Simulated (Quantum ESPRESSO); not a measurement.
Ga3Se:

```
CELL_PARAMETERS angstrom
4.43246 0.00000 0.00000
0.00000 4.43246 0.00000
0.00000 0.00000 4.43246
ATOMIC_POSITIONS crystal
Se 0.00000 0.00000 0.00000
Ga 0.50000 0.50000 0.00000
Ga 0.50000 0.00000 0.50000
Ga 0.00000 0.50000 0.50000
```

The cell comes from a database or a generator and needn't be the stable form of this composition.

| Item | Value |
| --- | --- |
| Program | Quantum ESPRESSO 7.5 |
| Task | single point |
| Functional | PBE |
| Potentials or basis | SSSP 1.3 efficiency PBE |
| Cutoff | 952 eV |
| Density cutoff | 7619 eV |
| k mesh | 6 × 6 × 6 |
| Occupations | fermi-dirac, width 0.05 eV |
| Spin | no spin polarisation |

On this cell: pressure -0.7 GPa; largest force zero by symmetry; band gap on the k mesh none (metal or under the smearing width).

The same run follows on a disturbed copy (atoms moved at random, drawn with an rms of 0.05 Å):

```
Se Ga
1.0
     4.43246    0.00000    0.00000
     0.00000    4.43246    0.00000
     0.00000    0.00000    4.43246
Se Ga
1 3
Cartesian
  0.0042 0.0104 0.0121
  2.2707 2.1785 -0.0018
  2.2445 0.0052 2.2030
  0.0223 2.2095 2.1762
```

Question: What changes?

Answer: The energy (extrapolated to zero smearing) moves by +0.9 meV/atom; pressure -0.6 GPa; largest force 0.083 eV/Å; band gap on the k mesh none (metal or under the smearing width).

Forces on the atoms (eV/Å):
```
Se   0.023 -0.026 -0.026
Ga  -0.041  0.048 -0.055
Ga  -0.028 -0.055  0.034
Ga   0.046  0.032  0.047
```
